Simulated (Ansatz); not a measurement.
# BF2H5OSi: the cost of one run

Program: Ansatz 0.2.0. Level of theory: RKS PBE0/def2-SVP. These are calculated values, not measurements.

**1. The structure to begin with**

Bond lengths: B1–O2 1.750 Å, B1–F3 1.333 Å, B1–F4 1.343 Å, B1–Si6 2.278 Å, O2–H7 0.962 Å, Si6–H8 1.462 Å, Si6–H9 1.467 Å, Si6–H10 1.461 Å. Angles: B1–O2–H7 107.6°, O2–B1–F3 108.3°, O2–B1–F4 106.3°, O2–B1–Si6 101.1°, F3–B1–F4 116.0°, F3–B1–Si6 112.3°, F4–B1–Si6 111.5°, B1–Si6–H8 115.7°, B1–Si6–H9 116.2°, B1–Si6–H10 99.9°, H8–Si6–H9 108.6°, H8–Si6–H10 108.6°, H9–Si6–H10 107.0°.

Coordinates:

```xyz
10

B    -0.2385    0.2022   -0.9572
O     1.2310    1.1431   -0.8252
F    -0.1018   -0.6473   -1.9755
F    -1.2444    1.0857   -1.0585
H     0.7086    0.4261    0.0988
Si   -0.2615   -0.8616    1.0569
H     0.9810    2.0714   -0.7965
H     0.8232   -1.8159    1.2815
H    -0.3815   -0.0032    2.2401
H    -1.5162   -1.6006    0.9356
```

**2. A restrained relaxation towards end A**

Springs on the bonds that form and break draw the guess towards this end; the thresholds are loose.

Input file input.yaml:

```yaml
crystal:
  periodic: [false, false, false]
  atoms:
    - { symbol: B, position_ang: [-0.2385, 0.2022, -0.9572] }
    - { symbol: O, position_ang: [1.231, 1.1431, -0.8252] }
    - { symbol: F, position_ang: [-0.1018, -0.6473, -1.9755] }
    - { symbol: F, position_ang: [-1.2444, 1.0857, -1.0585] }
    - { symbol: H, position_ang: [0.7086, 0.4261, 0.0988] }
    - { symbol: Si, position_ang: [-0.2615, -0.8616, 1.0569] }
    - { symbol: H, position_ang: [0.981, 2.0714, -0.7965] }
    - { symbol: H, position_ang: [0.8232, -1.8159, 1.2815] }
    - { symbol: H, position_ang: [-0.3815, -0.0032, 2.2401] }
    - { symbol: H, position_ang: [-1.5162, -1.6006, 0.9356] }
basis:
  gaussian: { orbitals: def2-SVP }
hamiltonian:
  xc: pbe0
relax:
  f_tol: 0.15
  max_steps: 25
  restrain:
    - { distance: [0, 5], at: 3.25, k: 30.0 }
    - { distance: [4, 1], at: 2.27, k: 30.0 }
    - { distance: [0, 1], at: 1.5, k: 30.0 }
    - { distance: [4, 5], at: 1.42, k: 30.0 }
```

Command:

```bash
ansatz run input.yaml --threads 2 --pin off --max-ram 3072MiB --backend cpu --events-out ev --progress --plain --runs-dir out
```

Q: Estimate wall time and peak memory on 2 threads of Intel Xeon Platinum 8375C at 2.90GHz (Ice Lake), shared host.

About 19 s, with a peak of 0.22 GiB.
